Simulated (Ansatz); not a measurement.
# CH4B2O2: the cost of one run

Computed with Ansatz 0.2.0, Gaussian basis. Level: the settings change from run to run.

**1. The molecule**

The geometry comes from an earlier relaxation with PBE0-D4 in a triple-zeta def2 set; it is a stationary point, not always the lowest conformer.

SMILES `BOB1CO1`, 9 atoms, charge 0, spin multiplicity 1.

Atoms are counted from 1 here; the program's logs count them from 0.

Bond lengths: B1–O2 1.364 Å, B1–H6 1.195 Å, B1–H7 1.198 Å, O2–B3 1.352 Å, B3–C4 1.502 Å, B3–O5 1.331 Å, C4–O5 1.522 Å, C4–H8 1.086 Å, C4–H9 1.086 Å. Angles: O2–B1–H6 117.0°, O2–B1–H7 119.9°, H6–B1–H7 123.2°, B1–O2–B3 126.2°, O2–B3–C4 155.8°, O2–B3–O5 139.5°, C4–B3–O5 64.7°, B3–C4–O5 52.2°, B3–C4–H8 122.7°, B3–C4–H9 122.7°, O5–C4–H8 112.2°, O5–C4–H9 112.2°, H8–C4–H9 114.2°, B3–O5–C4 63.1°.

Coordinates:

```xyz
9
charge 0, multiplicity 1
B     1.80250   -0.07133   -1.00766
O     1.11428   -0.16048    0.16636
B    -0.21506    0.02355    0.32826
C    -1.53355   -0.07085    1.04054
O    -1.24057    0.59972   -0.29382
H     2.99337   -0.14559   -0.94466
H     1.20787    0.05979   -2.03916
H    -1.84247    0.64261    1.79936
H    -2.19787   -0.92372    0.93368
```

**2. r2SCAN0/6-31G**

Options: atoms shaken by 0.03 Å, D3(BJ) dispersion, high accuracy.

Contents of in.yaml:

```yaml
crystal:
  periodic: [false, false, false]
  atoms:
    - {symbol: B, position_ang: [1.812714, -0.085963, -0.999104]}
    - {symbol: O, position_ang: [1.094741, -0.139637, 0.201989]}
    - {symbol: B, position_ang: [-0.173877, 0.052314, 0.315350]}
    - {symbol: C, position_ang: [-1.493065, -0.093755, 1.082781]}
    - {symbol: O, position_ang: [-1.259757, 0.567987, -0.251848]}
    - {symbol: H, position_ang: [2.989054, -0.099829, -0.966294]}
    - {symbol: H, position_ang: [1.234711, 0.026294, -2.082062]}
    - {symbol: H, position_ang: [-1.816756, 0.674006, 1.829272]}
    - {symbol: H, position_ang: [-2.191361, -0.889341, 0.966739]}
basis:
  gaussian: {orbitals: 6-31G}
hamiltonian: {xc: {name: r2SCAN0}, dispersion: d3bj}
accuracy: high
```

Run with:

```
ansatz run in.yaml --threads 2 --pin off --events-out ev --progress --plain --max-ram 4352MiB
```

Q: Estimate wall time and peak memory on 2 threads of Intel Xeon at 2.60GHz, shared host.

About 3.7 s, with a peak of 0.42 GiB.
